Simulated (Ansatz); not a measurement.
# CH6N2OSi: the cost of one run

Method: RKS LDA/6-31G*, in Ansatz 0.2.0.

1 further run of the same task is left out (it didn't finish).

## 1. The structure to begin with

Bond lengths: N1–C2 1.412 Å, C2–N3 1.421 Å, C2–O4 1.345 Å, C2–Si5 1.891 Å, O4–Si5 1.608 Å, N1–H6 1.077 Å, N1–H7 1.040 Å, N3–H8 0.951 Å, N3–H9 1.086 Å, Si5–H10 1.471 Å, Si5–H11 1.465 Å. Angles (14 of 19 angles, heavy atoms first): N1–C2–N3 109.7°, N1–C2–O4 116.2°, N1–C2–Si5 125.9°, N3–C2–O4 114.7°, N3–C2–Si5 121.8°, O4–C2–Si5 56.6°, C2–O4–Si5 79.1°, C2–Si5–O4 44.3°, C2–N1–H6 110.2°, C2–N1–H7 108.3°, C2–N3–H8 111.4°, C2–N3–H9 107.8°, C2–Si5–H10 116.7°, C2–Si5–H11 120.2°.

As a file:

```xyz
11

N     0.2192    1.1845    0.8549
C     0.0970   -0.0513    0.1829
N     0.2158   -1.1163    1.1157
O    -0.9372   -0.1637   -0.6702
Si    0.3057   -0.3271   -1.6766
H     0.1362    1.9979    0.1541
H    -0.6595    1.3563    1.3849
H    -0.6362   -1.3978    1.4313
H     0.7193   -0.7306    1.9974
H     0.3425    0.8743   -2.5239
H     0.2626   -1.6833   -2.2299
```

## 2. Relaxing end A

The input, input.yaml:

```yaml
crystal:
  periodic: [false, false, false]
  atoms:
    - { symbol: "N", position_ang: [0.2192, 1.1845, 0.8549] }
    - { symbol: C, position_ang: [0.097, -0.0513, 0.1829] }
    - { symbol: "N", position_ang: [0.2158, -1.1163, 1.1157] }
    - { symbol: O, position_ang: [-0.9372, -0.1637, -0.6702] }
    - { symbol: Si, position_ang: [0.3057, -0.3271, -1.6766] }
    - { symbol: H, position_ang: [0.1362, 1.9979, 0.1541] }
    - { symbol: H, position_ang: [-0.6595, 1.3563, 1.3849] }
    - { symbol: H, position_ang: [-0.6362, -1.3978, 1.4313] }
    - { symbol: H, position_ang: [0.7193, -0.7306, 1.9974] }
    - { symbol: H, position_ang: [0.3425, 0.8743, -2.5239] }
    - { symbol: H, position_ang: [0.2626, -1.6833, -2.2299] }
basis:
  gaussian: { orbitals: "6-31G*" }
hamiltonian:
  xc: lda
relax:
  f_tol: 0.015
  max_steps: 40
```

Run with:

```
> ansatz run input.yaml --threads 1 --pin off --max-ram 2048MiB --backend cpu --events-out ev --progress --plain --runs-dir out
```

**Question.** How long does this run take on 1 thread of Intel Xeon at 2.70GHz, shared host, and how much memory does it need?

About 42 s, with a peak of 0.15 GiB.
